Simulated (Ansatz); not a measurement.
# WN (doublet): from Hartree-Fock to the top rungs, def2-SVP

One table from this session's results is given with a row withheld; the runs are named, their logs left out.

Computed with Ansatz 0.2.0, Gaussian basis. Level: def2-SVP, core rule «outside noble gas», up to 5 orbitals frozen.

Plan: UHF; CCSD(T) on ROHF; CCSD(T) on UHF; CISD; CCSDT(Q) on ROHF; CCSDT(Q) on UHF; CASSCF and MRCISD+Q, 11 electrons in 10 orbitals; CASSCF and NEVPT2, 11 electrons in 10 orbitals.

18 further runs of the same task are left out: 5 for a known fault of the program, 6 that didn't finish, 7 set aside as unsound or not needed.

**The system**

The geometry is a PBE0/def2-TZVP stationary point (not a proven minimum). No spin-orbit coupling is included. Elements past krypton take def2 core potentials.

2 atoms, charge 0, spin multiplicity 2.

Atoms are counted from 1 here; the program's logs count them from 0.

Bond lengths: W1–N2 1.646 Å.

The first run:

Contents of in.yaml:

```yaml
crystal:
  periodic: [false, false, false]
  atoms:
    - {symbol: W, position_ang: [0.000000, 0.000000, 0.000000]}
    - {symbol: N, position_ang: [0.000000, 0.000000, 1.646222]}
basis:
  gaussian: {orbitals: def2-SVP}
magnetization: {spin_polarized: true, initial_magnetization: 1}
hamiltonian: {xc: hf}
output: {orbitals: {seedname: orbitals}}
```

Command:

```sh
$ ansatz run in.yaml --threads 1 --pin off --events-out ev --progress --plain --max-ram 2393MiB
```

Steps of the session up to this table: UHF; CCSD(T) on ROHF; CCSD(T) on UHF; CISD; CCSDT(Q) on ROHF; CCSDT(Q) on UHF; CASSCF and MRCISD+Q, 11 electrons in 10 orbitals; CASSCF and NEVPT2, 11 electrons in 10 orbitals.

One of the session's tables, all rows but one given; the rest of the session is left out.

It belongs to the step «Misses and costs». 

| method | from RCCSDT(Q) (meV) |
| --- | --- |
| ROHF | +9814.4 |
| UHF | +9164.9 |
| RMP2 | -228.9 |
| UMP2 | +881.4 |
| RCCSD | +687.2 |
| UCCSD | +472.0 |
| RCCSD(T) | +87.3 |
| UCCSD(T) | ? |
| RCCSDT | +83.2 |
| UCCSDT | -311.7 |
| RCCSDT(Q) | 0 |
| UCCSDT(Q) | -451.9 |
| CASSCF valence | +5169.2 |
| NEVPT2 valence | +1048.1 |
| MRCISD valence | +414.6 |
| MRCISD+Q valence | +51.8 |

Q: Estimate the row for UCCSD(T) from the others.

As computed: from RCCSDT(Q) (meV): -85.7. In the column «from RCCSDT(Q) (meV)» it lies between RMP2 (-228.9) and RCCSDT(Q) (0).

Not comparable, so not listed: CISD (they don't share determinant, frozen orbitals or solution with the rows shown, or repeat one).

Limits of these values: The determinant is far from a pure spin state, so its energy mixes those of several spin states (harmless only where they are near-degenerate, as at dissociation). The program flags UCCSD(T), UCCSDT(Q) as in doubt, so those rows may rest on another solution; read them beside their warnings. Restricted and unrestricted rows rest on different reference determinants; where their highest levels disagree by more than a few hundredths of an eV, they describe different states and don't form one ladder.
